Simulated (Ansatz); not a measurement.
# AlH6NOSi: the cost of one run

All numbers are computed with Ansatz 0.2.0 through its Python package. Level of theory: r2SCAN/6-31G*.

**1. The structure**

Bond lengths: N1–Al2 1.881 Å, Al2–O3 1.842 Å, O3–Si4 1.817 Å, N1–H5 1.000 Å, N1–H6 1.048 Å, Al2–H7 1.591 Å, Si4–H8 1.463 Å, Si4–H9 1.428 Å, Si4–H10 1.490 Å. Angles: N1–Al2–O3 119.6°, N1–Al2–H7 119.9°, O3–Al2–H7 120.4°, Al2–N1–H5 110.8°, Al2–N1–H6 109.7°, H5–N1–H6 108.4°, Al2–O3–Si4 103.5°, O3–Si4–H8 106.6°, O3–Si4–H9 109.6°, O3–Si4–H10 107.2°, H8–Si4–H9 111.8°, H8–Si4–H10 109.6°, H9–Si4–H10 111.8°.

No structure file is read: the coordinates are typed or built in the script.

**2. Script**

Input file alh6nosi_scan.py:

```python
'''Potential curve of AlH6NOSi along one bond.'''

import ansatz as az
from ase import Atoms
import numpy as np

atoms = Atoms(['N', 'Al', 'O', 'Si', 'H', 'H', 'H', 'H', 'H', 'H'], positions=[
    [-0.5837, 2.1439, 0.3283],
    [-1.0784, 0.3543, 0.6286],
    [-0.9531, -0.8661, -0.7449],
    [0.773, -1.4278, -0.657],
    [0.1863, 2.4024, 0.9115],
    [-0.2982, 2.2686, -0.6723],
    [-1.5125, -0.1144, 2.0855],
    [0.9478, -2.4103, -1.7274],
    [1.6483, -0.3111, -0.8143],
    [0.9537, -2.0907, 0.665],
])
alh6nosi = az.Crystal.molecule_from_ase(atoms)

symbols = [site.symbol for site in alh6nosi.cartesian_sites]
start = np.array([site.position_ang for site in alh6nosi.cartesian_sites])
axis = (start[7] - start[3]) / np.linalg.norm(start[7] - start[3])
moving = [7]
lengths, energies = [1.24, 1.35, 1.46, 1.61, 1.83, 2.2, 2.63, 3.22], []
for length in lengths:
    xyz = start.copy()
    xyz[moving] += (length - np.linalg.norm(start[7] - start[3])) * axis
    point = az.Crystal.molecule()
    for symbol, place in zip(symbols, xyz):
        point = point.atom(symbol, place.tolist())
    calculation = point.calculation().basis(gaussian='6-31G*').functional('r2SCAN')
    report = calculation.run().report
    energies.append(report['free_energy_ev'])
    print(f'r = {length:6.3f} A  E = {energies[-1]:.5f} eV  <S^2> = {abs(report["mean_field"]["state"]["spin_squared"]):.3f}')

print('energy above the lowest point (eV):', [round(e - min(energies), 3) for e in energies])
```

**3. Running it**

The run is started by

```
$ python alh6nosi_scan.py
```

What time and memory should one allow on 1 thread of Arm Neoverse V2, shared host?

About 33 s, with a peak of 0.21 GiB.
